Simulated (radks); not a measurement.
**Ag⁴⁺ in [Kr] 4d7: an all-electron calculation**

One table from this session's results is given with a row withheld; the runs are named, their logs left out.

Method: scalar-relativistic Kohn-Sham, BLYP, spin-unpolarised, spherical densities, point nucleus. Code: radks (a radial shooting solver on a logarithmic mesh, Libxc functionals) version 1.

**The system**

- element: silver (Z = 47)
- charge: +4
- electrons: 43
- configuration: [Kr] 4d7

Outer shells as boxes (Hund's rule):

Ag⁴⁺
```
[Kr] core
4d [↑↓][↑↓][↑ ][↑ ][↑ ]
```

Set-up of the first run:

Settings of this run:

```text
Z 47
configuration [Kr] 4d7 5s0 5p0 4f0 5d0
relativity scalar-relativistic
functional b88,lyp
spin unpolarised
nucleus point
c 137.035999084
```

One table of the session follows, with a row left open; its other results are not shown here.

It belongs to the step «Radial structure». Radial moments (bohr):

| level | <r> | outermost maximum (interpolated) | 90 % within | nodes |
| --- | --- | --- | --- | --- |
| 1s | 0.03111 | 0.0202 | 0.0558 | 0 |
| 2s | 0.1349 | 0.114 | 0.208 | 1 |
| 2p | 0.1177 | 0.0911 | 0.192 | 0 |
| 3s | 0.3686 | 0.333 | 0.543 | 2 |
| 3p | 0.3676 | 0.326 | 0.553 | 1 |
| 3d | 0.3456 | 0.274 | 0.547 | 0 |
| 4s | 0.8999 | 0.819 | 1.30 | 3 |
| 4p | 0.9762 | 0.869 | 1.43 | 2 |
| 4d | 1.202 | 0.995 | 1.85 | 1 |
| 5s | ? | ? | ? | ? |
| 5p | 2.496 | 2.29 | 3.56 | 3 |

Estimate the missing values for 5s.

The run gave: <r>: 2.193; outermost maximum (interpolated): 2.01; 90 % within: 3.12; nodes: 4. In the column «<r>» it lies between 4d (1.202) and 5p (2.496).

To keep in mind: Spin polarisation and multiplet splitting are left out.
